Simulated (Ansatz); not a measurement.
# LaTl3: the cost of one run

Program: Ansatz 0.2.0. Level of theory: DFT PBEsol, scalar-relativistic. These are calculated values, not measurements.

**1. The structure to begin with**

The structure is cubic, space group Pm-3m (No. 221). The conventional cell has a = 4.799 Å, b = 4.799 Å, c = 4.799 Å, α = 90.00°, β = 90.00°, γ = 90.00°. La (site symmetry m-3m) has 12 Tl at 3.39 Å in its first shell of neighbours. Around Tl (site symmetry 4/mmm) lie 4 La at 3.39 Å and 8 Tl at 3.39 Å.

Structure file:

```cif
data_structure
_symmetry_space_group_name_H-M 'P 1'
_symmetry_Int_Tables_number 1
_cell_length_a 4.7990
_cell_length_b 4.7990
_cell_length_c 4.7990
_cell_angle_alpha 90.000
_cell_angle_beta 90.000
_cell_angle_gamma 90.000
_cell_volume 110.52
loop_
_atom_site_label
_atom_site_type_symbol
_atom_site_fract_x
_atom_site_fract_y
_atom_site_fract_z
_atom_site_occupancy
La1 La 0.00000 0.00000 0.00000 1
Tl1 Tl 0.00000 0.50000 0.50000 1
Tl2 Tl 0.50000 0.00000 0.50000 1
Tl3 Tl 0.50000 0.50000 0.00000 1
```

Atoms are numbered in the order of the input: La1, Tl2, Tl3, Tl4.

**2. After the deformation**

Space group Pm-3m before, R-3m after.

**3. LAPW, all electrons**

input.yaml

```yaml
crystal:
  lattice:
    - [4.799, -0.04799, -0.04799]
    - [-0.04799, 4.799, -0.04799]
    - [-0.04799, -0.04799, 4.799]
  atoms:
    - { symbol: La, position: [0.0, 0.0, 0.0] }
    - { symbol: Tl, position: [0.0, 0.5, 0.5] }
    - { symbol: Tl, position: [0.5, 0.0, 0.5] }
    - { symbol: Tl, position: [0.5, 0.5, 0.0] }
kpoints:
  mp_grid: { grid: [8, 8, 8] }
  band_path:
    path:
      - [0.0, 0.0, 0.0]
      - [0.5, 0.0, 0.0]
      - [0.5, -0.5, 0.5]
      - [0.4804921086, -0.5195078914, 0.4804921086]
      - [0.4804921086, 0.4804921086, 0.4804921086]
      - [0.0, 0.0, 0.0]
      - [0.5, -0.5, 0.0]
    npoints: 5
scf:
  occupations: { method: fermi_dirac, width: 0.05 }
hamiltonian:
  xc: pbesol
  pseudopotentials: { kind: all_electron, lapw: { basis_error: 0.001 } }
output:
  forces: true
  stress: true
  eigenvalues: true
```

Command:

```console
$ ansatz run input.yaml --threads 1 --pin off --max-ram 4096MiB --backend cpu --events-out ev --progress --plain --runs-dir out
```

Q: Estimate wall time and peak memory on 1 thread of Arm Neoverse V2, shared host.

About 2.2 min, with a peak of 0.82 GiB.
